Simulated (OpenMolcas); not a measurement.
**Cu⁷⁺: CASSCF and CASPT2 terms and fine-structure levels**

Wanted: the level scheme of Cu⁷⁺ from active-space wave functions, then second-order correlation under several settings.

Program: OpenMolcas 26.06. Level of theory: state-averaged CASSCF and CASPT2, spin-orbit coupling by RASSI with atomic mean-field integrals. These are calculated values, not measurements, unless marked.

### Step 1. Starting point

```
Species                           : Cu⁷⁺ (copper, Z = 29, 22 electrons)
Basis                             : ANO-RCC-VQZP [7s6p4d3f2g1h], 95 functions
Scalar Hamiltonian                : DKH2, point nucleus
Inactive shells                   : 1s 2s 2p 3s 3p
Active space                      : 4 electrons in 10 orbitals (3d 4d)
Some configurations of this space : 3d⁴
Orbitals                          : optimised for each spin and parity, averaged over all roots
```

Outer shells as boxes (Hund's rule):

3d4
```
3d [↑ ][↑ ][↑ ][↑ ][  ]
```

The work runs as a chain of OpenMolcas steps in one folder; each step below is one input file. Labels, J, g values, rates, χT and fits are worked out afterwards by a script from the matrices that RASSI stores.

### Step 2. GATEWAY and SEWARD: basis and integrals

Input file a.inp:

```
&GATEWAY
Coord
1

Cu 0.0 0.0 0.0
Basis=ANO-RCC-VQZP
Group=XYZ
NoMove
AngMom=0.0 0.0 0.0
AMFI
&SEWARD
```

### Step 3. A small preliminary run for start orbitals

Input file a.inp:

```
&RASSCF
FileOrb=start.orb
Symmetry=1
Spin=5
nActEl=4 0 0
Inactive=3 6
Ras2=5 0
CIRoot=5 5 1
SDav=5
CIMx=300
Iter=120 100
PrWF=0.3
OrbListing=Nothing
MaxOrb=0
Atom
>>> COPY $Project.JobIph JOBPRE
```

### Step 4. Reference wave functions, quintets of even parity, 5 roots

Input file a.inp:

```
&RASSCF
FileOrb=start.orb
Symmetry=1
Spin=5
nActEl=4 0 0
Inactive=3 6
Ras2=10 0
CIRoot=5 5 1
SDav=210
CIMx=300
Iter=120 100
PrWF=0.3
OrbListing=Nothing
MaxOrb=0
Atom
>>> COPY $Project.JobIph JOB001
```

### Step 5. CASSCF: triplets of even parity, 45 roots

Input file a.inp:

```
&RASSCF
FileOrb=start.orb
Symmetry=1
Spin=3
nActEl=4 0 0
Inactive=3 6
Ras2=10 0
CIRoot=45 45 1
SDav=990
CIMx=300
Iter=120 100
PrWF=0.3
OrbListing=Nothing
MaxOrb=0
Atom
>>> COPY $Project.JobIph JOB002
```

### Step 6. Reference wave functions, singlets of even parity, 44 roots

Input file a.inp:

```
&RASSCF
FileOrb=start.orb
Symmetry=1
Spin=1
nActEl=4 0 0
Inactive=3 6
Ras2=10 0
CIRoot=44 44 1
SDav=825
CIMx=300
Iter=120 100
PrWF=0.3
OrbListing=Nothing
MaxOrb=0
Atom
>>> COPY $Project.JobIph JOB003
```

### Step 7. State interaction with spin-orbit coupling

Input file a.inp:

```
&RASSI
NrOfJobIphs=3 5 45 44
1 2 3 4 5
1 2 3 4 5 6 7 8 9 10 11 12 13 14 15 16 17 18 19 20 21 22 23 24 25 26 27
28 29 30 31 32 33 34 35 36 37 38 39 40 41 42 43 44 45
1 2 3 4 5 6 7 8 9 10 11 12 13 14 15 16 17 18 19 20 21 22 23 24 25 26 27
28 29 30 31 32 33 34 35 36 37 38 39 40 41 42 43 44
IphNames
JOB001
JOB002
JOB003
EJob
SpinOrbit
DIPRint=1.0
SOCoupling=1000.0
Subsets=2
MEES
Property=10
'ANGMOM' 1 'ANGMOM' 2 'ANGMOM' 3 'MLTPL  1' 1 'MLTPL  1' 2 'MLTPL  1' 3
'AMFI' 1 'AMFI' 2 'AMFI' 3 'MLTPL  2' 6
SOProperty=3
'ANGMOM' 1 'ANGMOM' 2 'ANGMOM' 3
```

### Step 8. CASPT2: IPEA 0.25, imaginary shift 0.1 (closed shells correlated: 3s 3p)

Input file a.inp:

```
>>> COPY JOB001 $Project.JobIph
&CASPT2
Multistate=5 1 2 3 4 5
Frozen=2 3
IPEA=0.25
Imaginary=0.1
MaxIter=60
WThr=0.0 0.3 0.05
PrWF=0.5
NoMix
>>> COPY JOB002 $Project.JobIph
&CASPT2
Multistate=45 1 2 3 4 5 6 7 8 9 10 11 12 13 14 15 16 17 18 19 20 21 22
23 24 25 26 27 28 29 30 31 32 33 34 35 36 37 38 39 40 41 42 43 44 45
Frozen=2 3
IPEA=0.25
Imaginary=0.1
MaxIter=60
WThr=0.0 0.3 0.05
PrWF=0.5
NoMix
>>> COPY JOB003 $Project.JobIph
&CASPT2
Multistate=44 1 2 3 4 5 6 7 8 9 10 11 12 13 14 15 16 17 18 19 20 21 22
23 24 25 26 27 28 29 30 31 32 33 34 35 36 37 38 39 40 41 42 43 44
Frozen=2 3
IPEA=0.25
Imaginary=0.1
MaxIter=60
WThr=0.0 0.3 0.05
PrWF=0.5
NoMix
```

### Step 9. CASPT2: IPEA 0.25, imaginary shift 0.1 (closed shells correlated: none)

Changes to a.inp since step 8:

```diff
@@ -3,3 +3,3 @@
 Multistate=5 1 2 3 4 5
-Frozen=2 3
+Frozen=3 6
 IPEA=0.25
@@ -14,3 +14,3 @@
 23 24 25 26 27 28 29 30 31 32 33 34 35 36 37 38 39 40 41 42 43 44 45
-Frozen=2 3
+Frozen=3 6
 IPEA=0.25
@@ -25,3 +25,3 @@
 23 24 25 26 27 28 29 30 31 32 33 34 35 36 37 38 39 40 41 42 43 44
-Frozen=2 3
+Frozen=3 6
 IPEA=0.25
```

(Steps that only read results are left out.)

**Question.** What will these runs give? Wanted: lowest level; first excited level; lowest level of another term; spin-orbit lowering of the lowest level; strongest of the lines computed, by gA.

The runs gave:

```
                                                                                   quantity                                                                        value
                                                                                     method  SS-CASPT2, IPEA 0.25, imaginary shift 0.1 (closed shells correlated: 3s 3p)
                                                                               lowest level                                                   3d⁴ ⁵D₀, 99 % of that term
                                                                ground level listed by NIST                                                                          5D0
                                                                        first excited level                                                          3d⁴ ⁵D₁ at 382 cm⁻¹
                                                               lowest level of another term                                                     3d⁴ ³P₀(1) at 33460 cm⁻¹
                                                    spin-orbit lowering of the lowest level                                                                    2172 cm⁻¹
strongest of the lines computed, by gA (one parity, so forbidden lines), at CASSCF energies                             3d⁴ ¹G₄(2) → 3d⁴ ¹I₆, 183.6 nm, A = 1.02e+01 s⁻¹
```

Cost and accuracy by method:

```tsv
method	time of its own steps	time with the reference	mean absolute difference from method B (cm-1)
A. CASSCF	49 s	49 s	4200
B. SS-CASPT2, IPEA 0.25, imaginary shift 0.1, +3s 3p	11 min	12 min	0
C. SS-CASPT2, IPEA 0.25, imaginary shift 0.1, +none	5.8 min	6.6 min	2000
```

Times are of one thread on a shared host.

The multiplet ⁵D is regular; its intervals divided by the larger J differ by 24 % of their mean, where Landé's rule for pure LS coupling makes them equal. Second-order correlation (method B) scales the levels of the lowest configuration above 5000 cm⁻¹ by 0.85 to 0.98. Only the configurations of the active space and the roots asked for are present. Not all states of the active space went into the spin-orbit step. CASPT2 does not keep the components of a term degenerate, and the means are used. The levels of the extra active shells were not computed. Levels of other configurations are missing from the list.
